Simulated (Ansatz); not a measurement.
## H5NSSeSi, SMILES N[SiH](S)[SeH]: vertical energies of changing the electron count

Program: Ansatz 0.2.0 through its Python package.

Script `ip.py`:
```python
import ansatz
from ase import Atoms


def energy_of(molecule, charge=0, unpaired=0):
    calc = molecule.calculation().basis(gaussian="def2-SVPD").functional("r2scan", dispersion="d4")
    if charge:
        calc = calc.charge(charge)
    if unpaired:
        calc = calc.spin("collinear", total=unpaired)
    report = calc.run(threads=1, backend="cpu").report
    if report["published_state_doubts"]:
        print("  doubts:", report["published_state_doubts"])
    return report["free_energy_ev"]


def main() -> None:
    atoms = Atoms(["N", "Si", "S", "Se", "H", "H", "H", "H", "H"], positions=[
        (0.2554, 1.255, -0.9895),
        (0.4446, 0.0788, 0.2853),
        (1.0393, -1.7726, -0.6071),
        (-1.4341, -0.2229, 1.4114),
        (-0.567, 0.9426, -1.624),
        (-0.1427, 2.182, -0.5355),
        (1.5088, 0.5552, 1.2235),
        (1.176, -2.3879, 0.6563),
        (-2.1918, -0.6765, 0.1626),
    ])
    system = ansatz.Crystal.molecule_from_ase(atoms)

    parent = energy_of(system, 0, 0)
    cation = energy_of(system, 1, 1)
    print(f"E(N)   = {parent:.5f} eV")
    print(f"E(N-1) = {cation:.5f} eV  (1 unpaired)")
    print(f"vertical ionisation energy {cation - parent:.3f} eV")
    anion = energy_of(system, -1, 1)
    print(f"E(N+1) = {anion:.5f} eV  (1 unpaired)")
    print(f"vertical electron affinity {parent - anion:.3f} eV" + ("" if anion < parent else " (unbound in this basis)"))
    print(f"fundamental gap IP - EA = {cation + anion - 2 * parent:.3f} eV")


if __name__ == "__main__":
    main()
```

Output of `python ip.py`:
```text
E(N)   = -85619.19754 eV
E(N-1) = -85610.48561 eV  (1 unpaired)
vertical ionisation energy 8.712 eV
E(N+1) = -85618.61187 eV  (1 unpaired)
vertical electron affinity -0.586 eV (unbound in this basis)
fundamental gap IP - EA = 9.298 eV
```

At this unrelaxed geometry removing an electron costs 8.71 eV and an added one is unbound in this basis (by 0.59 eV).

Total energies depend on the basis set; only differences at equal settings carry meaning. The geometry is a force-field or estimated start, not a minimum of this method, and the basis set is short of its limit. All parts are taken at fixed geometry, without zero-point energy. At an unrelaxed start these energies can be a whole eV from those at the minimum, and a small affinity can change sign. A negative electron affinity means that the anion is unbound here; its size hangs on the basis and tends to about zero as the basis grows, and so does its part in any gap built on it. Timing: 110 s on 1 thread of Arm Neoverse V2 (shared host), peak memory 0.43 GiB.
